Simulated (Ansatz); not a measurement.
# AsH₂S radical (SMILES [S][AsH2]): functionals against CCSD(T) at one geometry

An exercise on one series of results from a longer session: the logs are not shown, and one member is left open.

Computed with Ansatz 0.2.0, Gaussian basis. Level: single points in def2-TZVPP.

Cores are frozen in the correlated methods. Filled d shells of the heavier atoms are correlated. Orbitals are unrestricted.

## The system as given

SMILES `[S][AsH2]`, 4 atoms, charge 0, spin multiplicity 2.

Atoms are counted from 1 here; the program's logs count them from 0.

Bond lengths: S1–As2 2.195 Å, As2–H3 1.570 Å, As2–H4 1.578 Å. Angles: S1–As2–H3 97.6°, S1–As2–H4 99.6°, H3–As2–H4 81.2°.

Coordinates:

```xyz
4
AsH2S
S    -1.62720    0.07790    0.87800
As    0.12680   -0.71000   -0.18120
H     0.23330    0.41350   -1.27240
H     1.25420    0.16920    0.48710
```

Set-up of the first run:

Contents of run/in.yaml:

```yaml
crystal:
  periodic: [false, false, false]
  atoms:
    - {symbol: S, position_ang: [-1.627200, 0.077900, 0.878000]}
    - {symbol: As, position_ang: [0.126800, -0.710000, -0.181200]}
    - {symbol: H, position_ang: [0.233300, 0.413500, -1.272400]}
    - {symbol: H, position_ang: [1.254200, 0.169200, 0.487100]}
basis:
  gaussian: {orbitals: def2-TZVPP}
magnetization: {spin_polarized: true, initial_magnetization: 1}
correlation: {method: ccsd_t}
scf: {omitted_lower_state_checks: [cluster_reference]}
output: {forces: true}
```

No record of the launch command was kept for these runs.

Among the steps run: CCSD(T)/def2-TZVPP; PBE0-D4/def2-TZVPP; wB97M-V/def2-TZVPP; r2SCAN-D4/def2-TZVPP; PBE-D4/def2-TZVPP; SPW92/def2-TZVPP; LC-wPBE/def2-TZVPP.

One table of the session follows, with a row left open; its other results are not shown here.

```
   method  RMS force component (eV/Å)  angle to CCSD(T) forces (°)  dipole (D)
  CCSD(T)                       0.717                    reference        1.28
  PBE0-D4                       0.678                         10.3        1.43
  wB97M-V                       0.726                          6.2        1.36
r2SCAN-D4                       0.677                         10.9        1.47
   PBE-D4                       0.547                         13.9        1.56
    SPW92                           ?                            ?           ?
  LC-wPBE                       0.813                         11.5        1.33
```

**Question.** Estimate the row for SPW92.

**Answer.** RMS force component (eV/Å): 0.640; angle to CCSD(T) forces (°): 28.5; dipole (D): 1.70. In the column «RMS force component (eV/Å)» it lies between PBE-D4 (0.547) and r2SCAN-D4 (0.677).
